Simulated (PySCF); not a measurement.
**A gas-phase reaction: B5H9N6 + H3InO3 → B5H10InN6O2 + H2O, part 1 of 2**

What reaction energy should one expect for `NN1BNB2NBNBN2B1` + `[OH][In]([OH])[OH]` → `[OH][In]([OH])[NH]N1BNB2NBNBN2B1` + `O`?

Programs: PySCF 2.14.0. All values are calculated, for the isolated system unless a continuum is named. Atoms count from 0, parts from 1.

## 1. The system as given

Each species was relaxed by itself at GFN2-xTB.

## 2. Reaction energy: PBE0-D3(BJ)/def2-SVP

What the job is given:

```
{"job": {"kind": "react", "xc": "PBE0", "basis": "def2-SVP", "disp": "d3bj"}, "charge": 0, "multiplicity": 1}
-1 B5H9N6 charge 0 multiplicity 1
N     -0.554670     3.317770    -1.002370
N     -0.396080     1.910080    -0.803760
B     -0.889370     1.029940    -1.806770
N     -0.792150    -0.353820    -1.556510
B     -0.235410    -0.886160    -0.354020
N     -0.164640    -2.294070    -0.117100
B      0.392980    -2.834470     1.060360
N      0.894260    -1.904760     2.009550
B      0.851910    -0.501790     1.834590
N      0.277390     0.028130     0.633110
B      0.195310     1.437200     0.390130
H      0.078870     3.807660    -0.375880
H     -0.310750     3.550270    -1.962050
H     -1.335470     1.449700    -2.808210
H     -1.135640    -0.996810    -2.253680
H     -0.533610    -2.917810    -0.818870
H      0.441590    -3.993420     1.245700
H      1.301100    -2.264360     2.859140
H      1.284550     0.210430     2.661110
H      0.629830     2.206290     1.165520

-1 H3InO3 charge 0 multiplicity 1
O      1.798450    -0.637210     0.328990
In     0.003610    -0.004130    -0.002820
O     -0.400090     1.879890     0.124740
O     -1.401020    -1.246780    -0.462630
H      1.830540    -1.589980     0.244220
H      0.388320     2.367500     0.362670
H     -2.219790    -0.769290    -0.595180

+1 B5H10InN6O2 charge 0 multiplicity 1
O     -1.103660     3.959470    -3.595340
In    -0.705280     2.123610    -2.944740
O      1.189790     1.616790    -3.253080
N     -1.979150     0.881160    -1.666320
N     -1.241750     0.063970    -0.835500
B     -1.286120    -1.356850    -0.978610
N     -0.602070    -2.119940    -0.020540
B      0.162740    -1.534970     1.039710
N      0.858870    -2.336100     1.989150
B      1.634450    -1.776200     3.029180
N      1.684900    -0.358320     3.090760
B      1.017680     0.494140     2.184490
N      0.229390    -0.096440     1.134710
B     -0.452470     0.695260     0.174080
H     -1.958190     4.288880    -3.324380
H      1.609650     2.335590    -3.726150
H     -2.482210     0.286550    -2.332060
H     -1.900840    -1.846040    -1.853580
H     -0.629430    -3.125960    -0.090200
H      0.801790    -3.339890     1.906750
H      2.204230    -2.449280     3.802630
H      2.233700     0.065460     3.823180
H      1.095100     1.658190     2.291840
H     -0.381130     1.870930     0.154010

+1 H2O charge 0 multiplicity 1
O      0.000160     0.379360    -0.000400
H     -0.772220    -0.189370    -0.008520
H      0.772060    -0.189990     0.008920
```

Level: PBE0-D3(BJ)/def2-SVP reaction energy of separated species, gas phase.

Started as:

```bash
OMP_NUM_THREADS=1 python cluster_run.py task.json out
```

This one command runs all jobs of the session in turn.

Output:

```text
species 1 (B5H9N6)
coarse grid: 17384 points
cycle   1  E = -457.5712343538  dE =  1.791e+00  |g| = 6.304e-01  |ddm| = 5.046e+00
cycle   2  E = -457.5383670926  dE =  3.287e-02  |g| = 7.556e-01  |ddm| = 1.202e+00
cycle   3  E = -457.6642671960  dE = -1.259e-01  |g| = 8.402e-02  |ddm| = 6.637e-01
cycle   4  E = -457.6657239350  dE = -1.457e-03  |g| = 3.330e-02  |ddm| = 9.877e-02
cycle   5  E = -457.6659574049  dE = -2.335e-04  |g| = 1.246e-02  |ddm| = 3.659e-02
cycle   6  E = -457.6659910822  dE = -3.368e-05  |g| = 2.867e-03  |ddm| = 1.176e-02
cycle   7  E = -457.6659928010  dE = -1.719e-06  |g| = 6.859e-04  |ddm| = 2.551e-03
final grid: 170344 points
cycle   8  E = -457.7086311332  dE = -4.778e-05  |g| = 1.072e-02  |ddm| = 3.407e-02
cycle   9  E = -457.7086158524  dE =  1.528e-05  |g| = 1.386e-02  |ddm| = 2.027e-02
cycle  10  E = -457.7086575112  dE = -4.166e-05  |g| = 6.867e-04  |ddm| = 1.075e-02
cycle  11  E = -457.7086576290  dE = -1.178e-07  |g| = 2.080e-04  |ddm| = 8.745e-04
cycle  12  E = -457.7086576375  dE = -8.445e-09  |g| = 7.116e-05  |ddm| = 2.047e-04
cycle  13  E = -457.7086576386  dE = -1.085e-09  |g| = 1.931e-05  |ddm| = 7.606e-05
cycle  14  E = -457.7086576386  dE = -8.106e-11  |g| = 6.569e-06  |ddm| = 2.178e-05
converged SCF energy = -457.7086576386

species 2 (H3InO3)
coarse grid: 31048 points
cycle   1  E = -416.5776521285  dE = -2.043e+01  |g| = 1.796e+00  |ddm| = 1.223e+01
cycle   2  E = -416.8192880054  dE = -2.416e-01  |g| = 1.491e+00  |ddm| = 4.218e+00
cycle   3  E = -417.2009080653  dE = -3.816e-01  |g| = 1.829e-01  |ddm| = 1.536e+00
cycle   4  E = -417.2036663593  dE = -2.758e-03  |g| = 1.383e-01  |ddm| = 2.274e-01
cycle   5  E = -417.2074702009  dE = -3.804e-03  |g| = 2.654e-03  |ddm| = 1.260e-01
cycle   6  E = -417.2074725642  dE = -2.363e-06  |g| = 1.334e-03  |ddm| = 5.486e-03
final grid: 63784 points
cycle   7  E = -417.2074472720  dE =  4.613e-07  |g| = 2.117e-03  |ddm| = 2.593e-03
cycle   8  E = -417.2074448893  dE =  2.383e-06  |g| = 4.053e-03  |ddm| = 4.475e-03
cycle   9  E = -417.2074481727  dE = -3.283e-06  |g| = 9.204e-05  |ddm| = 2.919e-03
cycle  10  E = -417.2074481743  dE = -1.636e-09  |g| = 3.257e-05  |ddm| = 1.256e-04
cycle  11  E = -417.2074481745  dE = -1.963e-10  |g| = 9.890e-06  |ddm| = 3.419e-05
converged SCF energy = -417.2074481745

species 3 (B5H10InN6O2)
coarse grid: 99792 points
cycle   1  E = -794.0638699589  dE = -1.482e+01  |g| = 3.033e+00  |ddm| = 1.400e+01
cycle   2  E = -577.3342985851  dE =  2.167e+02  |g| = 1.438e+01  |ddm| = 5.426e+01
cycle   3  E = -796.2501582383  dE = -2.189e+02  |g| = 2.404e+00  |ddm| = 5.374e+01
cycle   4  E = -797.5272177377  dE = -1.277e+00  |g| = 1.851e+00  |ddm| = 4.384e+00
cycle   5  E = -798.5525782771  dE = -1.025e+00  |g| = 5.313e-01  |ddm| = 2.865e+00
cycle   6  E = -798.5986864864  dE = -4.611e-02  |g| = 3.503e-01  |ddm| = 9.235e-01
cycle   7  E = -798.6256575864  dE = -2.697e-02  |g| = 8.863e-02  |ddm| = 4.018e-01
cycle   8  E = -798.6272783933  dE = -1.621e-03  |g| = 3.423e-02  |ddm| = 9.767e-02
cycle   9  E = -798.6275083829  dE = -2.300e-04  |g| = 1.362e-02  |ddm| = 3.747e-02
cycle  10  E = -798.6275446192  dE = -3.624e-05  |g| = 3.864e-03  |ddm| = 1.347e-02
cycle  11  E = -798.6275480107  dE = -3.392e-06  |g| = 1.005e-03  |ddm| = 4.656e-03
final grid: 212176 points
cycle  12  E = -798.6276434950  dE =  1.103e-07  |g| = 1.350e-03  |ddm| = 2.593e-03
cycle  13  E = -798.6276429854  dE =  5.096e-07  |g| = 2.047e-03  |ddm| = 2.708e-03
cycle  14  E = -798.6276439043  dE = -9.189e-07  |g| = 1.752e-04  |ddm| = 1.618e-03
cycle  15  E = -798.6276439111  dE = -6.778e-09  |g| = 4.792e-05  |ddm| = 1.907e-04
cycle  16  E = -798.6276439116  dE = -4.920e-10  |g| = 9.973e-06  |ddm| = 4.718e-05
converged SCF energy = -798.6276439116

species 4 (H2O)
coarse grid: 2328 points
cycle   1  E = -76.1835673645  dE = -2.307e-03  |g| = 6.502e-01  |ddm| = 1.382e+00
cycle   2  E = -76.1370432915  dE =  4.652e-02  |g| = 8.254e-01  |ddm| = 9.260e-01
cycle   3  E = -76.2612815026  dE = -1.242e-01  |g| = 2.261e-02  |ddm| = 5.407e-01
cycle   4  E = -76.2613706472  dE = -8.914e-05  |g| = 2.637e-03  |ddm| = 1.181e-02
cycle   5  E = -76.2613718319  dE = -1.185e-06  |g| = 3.199e-04  |ddm| = 1.617e-03
final grid: 21952 points
cycle   6  E = -76.2759509787  dE = -7.926e-06  |g| = 2.501e-03  |ddm| = 8.222e-03
cycle   7  E = -76.2759503389  dE =  6.397e-07  |g| = 3.153e-03  |ddm| = 3.549e-03
cycle   8  E = -76.2759520976  dE = -1.759e-06  |g| = 3.512e-05  |ddm| = 1.912e-03
cycle   9  E = -76.2759520979  dE = -3.468e-10  |g| = 3.907e-06  |ddm| = 4.244e-05
converged SCF energy = -76.2759520979

Reaction energy = 6.289 kcal/mol
```

Run time: 70 s. Hardware: 1 thread of Arm Neoverse V1, shared host; peak memory 1.2 GiB.

Species by species (with the dispersion term, which the log's SCF energies lack):

```
 ν                           species  energy (Eh)  HOMO (eV)
-1                   NN1BNB2NBNBN2B1   -457.72701      -5.96
-1                [OH][In]([OH])[OH]   -417.21057      -8.40
+1  [OH][In]([OH])[NH]N1BNB2NBNBN2B1   -798.65133      -5.76
+1                                 O    -76.27623      -8.28
```

## 3. Energies of the species: CAM-B3LYP-D3(BJ)/def2-SVP

Settings changed since step 2:

```diff
@@ -1,2 +1,2 @@
-{"job": {"kind": "react", "xc": "PBE0", "basis": "def2-SVP", "disp": "d3bj"}, "charge": 0, "multiplicity": 1}
+{"job": {"kind": "react", "xc": "CAM-B3LYP", "basis": "def2-SVP", "disp": "d3bj"}, "charge": 0, "multiplicity": 1}
 -1 B5H9N6 charge 0 multiplicity 1
```

With the program's defaults for keys left out, this is: CAM-B3LYP-D3(BJ)/def2-SVP reaction energy of separated species, gas phase.

Output:

```text
species 1 (B5H9N6)
coarse grid: 17384 points
cycle   1  E = -457.8592433048  dE =  2.191e+00  |g| = 6.703e-01  |ddm| = 5.017e+00
cycle   2  E = -457.8822034308  dE = -2.296e-02  |g| = 6.450e-01  |ddm| = 1.026e+00
cycle   3  E = -457.9681089781  dE = -8.591e-02  |g| = 6.343e-02  |ddm| = 5.108e-01
cycle   4  E = -457.9690010903  dE = -8.921e-04  |g| = 2.675e-02  |ddm| = 7.722e-02
cycle   5  E = -457.9691546355  dE = -1.535e-04  |g| = 9.308e-03  |ddm| = 2.964e-02
cycle   6  E = -457.9691727679  dE = -1.813e-05  |g| = 2.117e-03  |ddm| = 8.726e-03
cycle   7  E = -457.9691738100  dE = -1.042e-06  |g| = 5.895e-04  |ddm| = 2.319e-03
final grid: 170344 points
cycle   8  E = -458.0311155988  dE = -4.797e-05  |g| = 6.830e-03  |ddm| = 2.607e-02
cycle   9  E = -458.0311149421  dE =  6.567e-07  |g| = 7.312e-03  |ddm| = 1.048e-02
cycle  10  E = -458.0311257521  dE = -1.081e-05  |g| = 2.541e-04  |ddm| = 5.094e-03
cycle  11  E = -458.0311257666  dE = -1.456e-08  |g| = 1.895e-04  |ddm| = 4.924e-04
cycle  12  E = -458.0311257752  dE = -8.541e-09  |g| = 3.504e-05  |ddm| = 1.862e-04
cycle  13  E = -458.0311257755  dE = -3.303e-10  |g| = 1.438e-05  |ddm| = 4.514e-05
converged SCF energy = -458.0311257755

species 2 (H3InO3)
coarse grid: 31048 points
cycle   1  E = -416.7764032994  dE = -2.060e+01  |g| = 1.727e+00  |ddm| = 1.215e+01
cycle   2  E = -417.1193855626  dE = -3.430e-01  |g| = 1.189e+00  |ddm| = 3.526e+00
cycle   3  E = -417.3437269655  dE = -2.243e-01  |g| = 2.217e-01  |ddm| = 1.104e+00
cycle   4  E = -417.3525074854  dE = -8.781e-03  |g| = 5.342e-02  |ddm| = 1.833e-01
cycle   5  E = -417.3531820790  dE = -6.746e-04  |g| = 3.982e-03  |ddm| = 7.175e-02
cycle   6  E = -417.3531993776  dE = -1.730e-05  |g| = 1.168e-03  |ddm| = 1.398e-02
cycle   7  E = -417.3532002908  dE = -9.132e-07  |g| = 6.417e-04  |ddm| = 3.224e-03
final grid: 63784 points
cycle   8  E = -417.3531454537  dE =  2.992e-08  |g| = 9.420e-04  |ddm| = 1.169e-03
cycle   9  E = -417.3531452268  dE =  2.269e-07  |g| = 1.458e-03  |ddm| = 1.554e-03
cycle  10  E = -417.3531456240  dE = -3.973e-07  |g| = 2.164e-05  |ddm| = 9.406e-04
cycle  11  E = -417.3531456244  dE = -3.508e-10  |g| = 1.291e-05  |ddm| = 5.040e-05
converged SCF energy = -417.3531456244

species 3 (B5H10InN6O2)
coarse grid: 99792 points
cycle   1  E = -795.0262998780  dE = -1.507e+01  |g| = 2.896e+00  |ddm| = 1.381e+01
cycle   2  E = -635.9734675039  dE =  1.591e+02  |g| = 1.375e+01  |ddm| = 5.554e+01
cycle   3  E = -798.5881320490  dE = -1.626e+02  |g| = 1.375e+00  |ddm| = 5.509e+01
cycle   4  E = -798.8468343500  dE = -2.587e-01  |g| = 8.683e-01  |ddm| = 1.818e+00
cycle   5  E = -799.0168451629  dE = -1.700e-01  |g| = 2.615e-01  |ddm| = 9.645e-01
cycle   6  E = -799.0336884777  dE = -1.684e-02  |g| = 1.047e-01  |ddm| = 3.109e-01
cycle   7  E = -799.0365354895  dE = -2.847e-03  |g| = 2.991e-02  |ddm| = 1.292e-01
cycle   8  E = -799.0368145161  dE = -2.790e-04  |g| = 1.554e-02  |ddm| = 5.016e-02
cycle   9  E = -799.0368733354  dE = -5.882e-05  |g| = 4.625e-03  |ddm| = 1.726e-02
cycle  10  E = -799.0368812740  dE = -7.939e-06  |g| = 1.767e-03  |ddm| = 7.932e-03
final grid: 212176 points
cycle  11  E = -799.0369381636  dE = -8.455e-07  |g| = 2.255e-03  |ddm| = 4.952e-03
cycle  12  E = -799.0369371555  dE =  1.008e-06  |g| = 3.403e-03  |ddm| = 4.213e-03
cycle  13  E = -799.0369393793  dE = -2.224e-06  |g| = 2.077e-04  |ddm| = 2.401e-03
cycle  14  E = -799.0369394098  dE = -3.043e-08  |g| = 1.401e-04  |ddm| = 5.843e-04
cycle  15  E = -799.0369394238  dE = -1.404e-08  |g| = 6.446e-05  |ddm| = 4.908e-04
cycle  16  E = -799.0369394254  dE = -1.606e-09  |g| = 7.610e-06  |ddm| = 1.588e-04
cycle  17  E = -799.0369394255  dE = -4.707e-11  |g| = 6.043e-06  |ddm| = 2.896e-05
converged SCF energy = -799.0369394255

species 4 (H2O)
coarse grid: 2328 points
cycle   1  E = -76.2384515663  dE = -3.493e-02  |g| = 6.386e-01  |ddm| = 1.370e+00
cycle   2  E = -76.2282298352  dE =  1.022e-02  |g| = 6.968e-01  |ddm| = 8.024e-01
cycle   3  E = -76.3131256436  dE = -8.490e-02  |g| = 2.310e-02  |ddm| = 4.249e-01
cycle   4  E = -76.3132148157  dE = -8.917e-05  |g| = 3.150e-03  |ddm| = 1.090e-02
cycle   5  E = -76.3132171645  dE = -2.349e-06  |g| = 4.419e-04  |ddm| = 2.654e-03
final grid: 21952 points
cycle   6  E = -76.3295271857  dE = -6.961e-06  |g| = 1.072e-03  |ddm| = 6.035e-03
cycle   7  E = -76.3295272469  dE = -6.123e-08  |g| = 1.005e-03  |ddm| = 1.215e-03
cycle   8  E = -76.3295274234  dE = -1.765e-07  |g| = 1.108e-04  |ddm| = 6.593e-04
cycle   9  E = -76.3295274261  dE = -2.713e-09  |g| = 7.075e-06  |ddm| = 9.299e-05
cycle  10  E = -76.3295274261  dE = -1.467e-11  |g| = 1.302e-06  |ddm| = 9.228e-06
converged SCF energy = -76.3295274261

Reaction energy = 9.271 kcal/mol
```

Run time: 92 s. Hardware: 1 thread of Arm Neoverse V1, shared host; peak memory 1.4 GiB.

Reaction energy at this level: 9.27 kcal/mol.

## 4. Energies of the species: PBE/pcseg-1 In:def2-SVP

Settings changed since step 3:

```diff
@@ -1,2 +1,2 @@
-{"job": {"kind": "react", "xc": "CAM-B3LYP", "basis": "def2-SVP", "disp": "d3bj"}, "charge": 0, "multiplicity": 1}
+{"job": {"kind": "react", "xc": "PBE", "basis": {"default": "pcseg-1", "In": "def2-SVP"}}, "charge": 0, "multiplicity": 1}
 -1 B5H9N6 charge 0 multiplicity 1
```

Method: PBE/pcseg-1 In:def2-SVP reaction energy of separated species, gas phase.

Output:

```text
species 1 (B5H9N6)
coarse grid: 17384 points
cycle   1  E = -457.7022104072  dE =  1.478e+00  |g| = 7.404e-01  |ddm| = 4.825e+00
cycle   2  E = -457.4732854638  dE =  2.289e-01  |g| = 1.247e+00  |ddm| = 1.934e+00
cycle   3  E = -457.8312567716  dE = -3.580e-01  |g| = 1.690e-01  |ddm| = 1.287e+00
cycle   4  E = -457.8381599933  dE = -6.903e-03  |g| = 5.545e-02  |ddm| = 2.017e-01
cycle   5  E = -457.8387376657  dE = -5.777e-04  |g| = 2.741e-02  |ddm| = 7.075e-02
cycle   6  E = -457.8389085227  dE = -1.709e-04  |g| = 6.061e-03  |ddm| = 2.828e-02
cycle   7  E = -457.8389155602  dE = -7.037e-06  |g| = 2.331e-03  |ddm| = 5.549e-03
final grid: 170344 points
cycle   8  E = -457.8980974877  dE = -5.592e-05  |g| = 1.940e-02  |ddm| = 5.012e-02
cycle   9  E = -457.8979227170  dE =  1.748e-04  |g| = 3.426e-02  |ddm| = 4.565e-02
cycle  10  E = -457.8981814593  dE = -2.587e-04  |g| = 2.253e-03  |ddm| = 2.866e-02
cycle  11  E = -457.8981828670  dE = -1.408e-06  |g| = 4.700e-04  |ddm| = 2.735e-03
cycle  12  E = -457.8981829081  dE = -4.116e-08  |g| = 2.040e-04  |ddm| = 5.240e-04
cycle  13  E = -457.8981829170  dE = -8.874e-09  |g| = 3.884e-05  |ddm| = 1.818e-04
cycle  14  E = -457.8981829173  dE = -2.865e-10  |g| = 2.129e-05  |ddm| = 5.885e-05
converged SCF energy = -457.8981829173

species 2 (H3InO3)
coarse grid: 31048 points
cycle   1  E = -416.5463837105  dE = -1.998e+01  |g| = 2.061e+00  |ddm| = 1.244e+01
cycle   2  E = -416.1991052729  dE =  3.473e-01  |g| = 2.570e+00  |ddm| = 5.793e+00
cycle   3  E = -417.3483736050  dE = -1.149e+00  |g| = 1.516e-01  |ddm| = 2.668e+00
cycle   4  E = -417.3400623389  dE =  8.311e-03  |g| = 2.498e-01  |ddm| = 3.249e-01
cycle   5  E = -417.3532089952  dE = -1.315e-02  |g| = 1.708e-02  |ddm| = 2.166e-01
cycle   6  E = -417.3532715206  dE = -6.253e-05  |g| = 6.384e-03  |ddm| = 2.413e-02
cycle   7  E = -417.3532734435  dE = -1.923e-06  |g| = 5.592e-03  |ddm| = 8.991e-03
cycle   8  E = -417.3532798991  dE = -6.456e-06  |g| = 2.291e-04  |ddm| = 4.433e-03
final grid: 63784 points
cycle   9  E = -417.3532350370  dE =  7.964e-09  |g| = 5.036e-04  |ddm| = 1.019e-03
cycle  10  E = -417.3532347843  dE =  2.527e-07  |g| = 1.225e-03  |ddm| = 1.534e-03
cycle  11  E = -417.3532350886  dE = -3.043e-07  |g| = 1.180e-04  |ddm| = 1.012e-03
cycle  12  E = -417.3532350909  dE = -2.298e-09  |g| = 6.103e-05  |ddm| = 1.547e-04
cycle  13  E = -417.3532350916  dE = -7.446e-10  |g| = 5.303e-06  |ddm| = 4.782e-05
converged SCF energy = -417.3532350916

species 3 (B5H10InN6O2)
coarse grid: 99792 points
cycle   1  E = -793.4103450058  dE = -1.399e+01  |g| = 3.372e+00  |ddm| = 1.426e+01
cycle   2  E = -539.6190158813  dE =  2.538e+02  |g| = 1.733e+01  |ddm| = 6.341e+01
cycle   3  E = -707.2614485233  dE = -1.676e+02  |g| = 1.047e+01  |ddm| = 5.987e+01
cycle   4  E = -798.2984950562  dE = -9.104e+01  |g| = 1.465e+00  |ddm| = 2.683e+01
cycle   5  E = -795.0198202179  dE =  3.279e+00  |g| = 3.219e+00  |ddm| = 4.606e+00
cycle   6  E = -798.6095100547  dE = -3.590e+00  |g| = 1.218e+00  |ddm| = 3.610e+00
cycle   7  E = -798.9081727160  dE = -2.987e-01  |g| = 2.460e-01  |ddm| = 1.247e+00
cycle   8  E = -798.9000739561  dE =  8.099e-03  |g| = 3.121e-01  |ddm| = 6.470e-01
cycle   9  E = -798.9218883469  dE = -2.181e-02  |g| = 9.025e-02  |ddm| = 3.639e-01
cycle  10  E = -798.9237695090  dE = -1.881e-03  |g| = 3.964e-02  |ddm| = 1.176e-01
cycle  11  E = -798.9240119426  dE = -2.424e-04  |g| = 1.963e-02  |ddm| = 4.047e-02
cycle  12  E = -798.9240976039  dE = -8.566e-05  |g| = 5.428e-03  |ddm| = 2.165e-02
cycle  13  E = -798.9241023862  dE = -4.782e-06  |g| = 3.474e-03  |ddm| = 7.717e-03
cycle  14  E = -798.9241049367  dE = -2.551e-06  |g| = 7.760e-04  |ddm| = 3.262e-03
final grid: 212176 points
cycle  15  E = -798.9242016508  dE =  7.746e-07  |g| = 2.017e-03  |ddm| = 3.741e-03
cycle  16  E = -798.9241919860  dE =  9.665e-06  |g| = 6.536e-03  |ddm| = 9.745e-03
cycle  17  E = -798.9242024916  dE = -1.051e-05  |g| = 9.029e-04  |ddm| = 8.032e-03
cycle  18  E = -798.9242026858  dE = -1.942e-07  |g| = 1.676e-04  |ddm| = 1.087e-03
cycle  19  E = -798.9242026938  dE = -8.019e-09  |g| = 2.718e-05  |ddm| = 2.540e-04
cycle  20  E = -798.9242026940  dE = -1.614e-10  |g| = 1.227e-05  |ddm| = 3.649e-05
converged SCF energy = -798.9242026940

species 4 (H2O)
coarse grid: 2328 points
cycle   1  E = -76.2108258738  dE =  5.407e-02  |g| = 7.090e-01  |ddm| = 1.360e+00
cycle   2  E = -76.0177383648  dE =  1.931e-01  |g| = 1.230e+00  |ddm| = 1.172e+00
cycle   3  E = -76.3023426652  dE = -2.846e-01  |g| = 3.016e-02  |ddm| = 7.934e-01
cycle   4  E = -76.3025208338  dE = -1.782e-04  |g| = 5.465e-03  |ddm| = 2.052e-02
cycle   5  E = -76.3025259183  dE = -5.085e-06  |g| = 7.568e-04  |ddm| = 2.905e-03
final grid: 21952 points
cycle   6  E = -76.3219869845  dE = -1.014e-05  |g| = 4.023e-03  |ddm| = 9.757e-03
cycle   7  E = -76.3219817813  dE =  5.203e-06  |g| = 6.745e-03  |ddm| = 6.208e-03
cycle   8  E = -76.3219897909  dE = -8.010e-06  |g| = 2.045e-04  |ddm| = 3.935e-03
cycle   9  E = -76.3219897999  dE = -8.976e-09  |g| = 5.631e-06  |ddm| = 1.576e-04
cycle  10  E = -76.3219897999  dE = -5.627e-12  |g| = 1.136e-06  |ddm| = 3.966e-06
converged SCF energy = -76.3219897999

Reaction energy = 3.279 kcal/mol
```

It took 2.3 min on 1 thread of Arm Neoverse V1, shared host; peak memory 0.64 GiB.

Reaction energy at this level: 3.28 kcal/mol.

(Continued in part 2 of 2.)
